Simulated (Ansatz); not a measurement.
Working through a series of slab calculations of Cs, space group Im-3m

With Ansatz's Python interface.

The script reads `cs.cif`:
```cif
data_Cs
_cell_length_a 5.254176
_cell_length_b 5.254176
_cell_length_c 5.254176
_cell_angle_alpha 109.47122
_cell_angle_beta 109.47122
_cell_angle_gamma 109.47122
_symmetry_space_group_name_H-M 'P 1'
_symmetry_Int_Tables_number 1
loop_
_symmetry_equiv_pos_as_xyz
'x, y, z'
loop_
_atom_site_label
_atom_site_type_symbol
_atom_site_fract_x
_atom_site_fract_y
_atom_site_fract_z
Cs1 Cs    0.000000    0.000000    0.000000
```

Run as a notebook:

In [1]:
```python
import ansatz as az
from ase.build import surface
from ase.io import read
import numpy as np
from tabulate import tabulate
```

In [2]:
```python
atoms = read("cs.cif")
# the plane is named in the basis of this cell
rows = []
for value in [0.0, 0.1, 0.2, 0.3]:
    slab = surface(atoms, (1, 1, 0), 3, vacuum=6.0)
    slab.pbc = True
    setup = (
        az.Crystal.from_ase(slab).calculation()
        .functional("pbe")
        .occupations("cold", width=100 * az.meV)
        .kpoints(2, 3, 1)  # sampling of the Brillouin zone
        .electric_field(axis=3, dipole_correction=True, amplitude=value)
    )
    rep = setup.run().report
    face = rep["work_function"]
    rows.append((value, len(slab), rep["free_energy_ev"], face["dipole_moment_e_ang"], face.get("phi_plus_ev"), face.get("phi_minus_ev")))
```
```text
DeckWarning: basis.ecutwfc = 420 eV, auto-derived from the records' recommended cutoffs: set by Cs (normal level)
RunWarning: efield: at this solve's end the planar-averaged density reaches 1.70e-4 e/Å³ inside the ramp window [0.8910, 0.1090] (bound 1e-5 e/Å³); the window's nearer edge stands 4.15 Å from this solve's nearest atom along the axis. Its work functions, free [...]
```

In [3]:
```python
print(tabulate(rows, headers=["field (V/A)", "atoms", "F (eV)", "dipole (e A)", "phi upper (eV)", "phi lower (eV)"], floatfmt=".4f", missingval="-"))
print(f"induced dipole per field: {np.polyfit([row[0] for row in rows], [row[3] for row in rows], 1)[0]:.3f} e A^2/V")
```
```text
  field (V/A)    atoms       F (eV)    dipole (e A)    phi upper (eV)    phi lower (eV)
-------------  -------  -----------  --------------  ----------------  ----------------
       0.0000        3  -17011.8727         -0.0000            2.0256            2.0256
       0.1000        3  -17011.8851          0.2476            -                 -
       0.2000        3  -17011.9223          0.4964            -                 -
       0.3000        3  -17011.9844          0.7467            -                 -
induced dipole per field: 2.489 e A^2/V
```

Caveats:
- Absolute energies stand on the zero of these potentials, so only differences at equal settings mean something. A total without «per atom» is that of the whole cell that was run.
- The density doesn't vanish in the vacuum (a short gap or a low cutoff), which blurs the vacuum level.
- For a metal this k-point mesh is coarse: on a finer one energies can move by several to tens of meV an atom and pressures by half a GPa or more, differences at one mesh by less.
- Warnings are shown shortened and without file and line.
- The slabs are thin, unrelaxed cuts of the structure as given, on a modest mesh, so the surface energy isn't converged; Miller indices refer to the cell as typed, and unlike faces give only a mean.
- Run time: 25 s on 1 thread of Arm Neoverse V1, on a shared host, peak memory 0.66 GiB.
